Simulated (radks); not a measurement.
# The Coulomb parameter U of the 4f shell of Ce²⁺

Aim: U as the second difference [E(n + 0.25) + E(n − 0.25) − 2E(n)]/0.25², with all orbitals relaxed. Bare: the atom's charge changes with n. Screened: the 6s shell takes up the change. The start is a model configuration, not necessarily the ground state.

Method: scalar-relativistic Kohn-Sham, r2SCAN, spin-unpolarised, spherical densities, finite nucleus. Code: radks (a radial shooting solver on a logarithmic mesh, Libxc functionals) version 1.

### 1 The system

| Quantity | Value |
| --- | --- |
| element | cerium (Z = 58) |
| charge | +2 |
| electrons | 56 |
| configuration | [Xe] 4f0.5 6s1.5 |
| nuclear rms radius | 4.8771 fm |

### 2 Start: [Xe] 4f0.5 6s1.5

The run's settings:

```text
Z 58
configuration [Xe] 4f0.5 6s1.5
relativity scalar-relativistic
functional r2scan,r2scan
spin unpolarised
nucleus finite rms 4.8771 fm
c 137.035999084
```

### 3 Bare +0.25: [Xe] 4f0.75 6s1.5

Changes since step 2:

```diff
@@ -1,3 +1,3 @@
 Z 58
-configuration [Xe] 4f0.5 6s1.5
+configuration [Xe] 4f0.75 6s1.5
 relativity scalar-relativistic
```

### 4 Bare -0.25: [Xe] 4f0.25 6s1.5

Changes since step 3:

```diff
@@ -1,3 +1,3 @@
 Z 58
-configuration [Xe] 4f0.75 6s1.5
+configuration [Xe] 4f0.25 6s1.5
 relativity scalar-relativistic
```

### 5 Screened +0.25: [Xe] 4f0.75 6s1.25

Changes since step 4:

```diff
@@ -1,3 +1,3 @@
 Z 58
-configuration [Xe] 4f0.25 6s1.5
+configuration [Xe] 4f0.75 6s1.25
 relativity scalar-relativistic
```

### 6 Screened -0.25: [Xe] 4f0.25 6s1.75

Changes since step 5:

```diff
@@ -1,3 +1,3 @@
 Z 58
-configuration [Xe] 4f0.75 6s1.25
+configuration [Xe] 4f0.25 6s1.75
 relativity scalar-relativistic
```

What does the calculation give?

As calculated:

```tsv
quantity	value (eV)
U, bare	17.080
U, screened by 6s	7.411
F0(4f,4f), frozen orbitals	24.659
```

Relaxing the orbitals brings U down to 69 % of the Slater integral F0. Letting 6s compensate leaves 43 % of the bare value; this second difference measures U(4f,4f) + U(6s,6s) − 2U(4f,6s). A solid screens further than the bare atom, so the bare value is an upper guide for the U of a crystal.
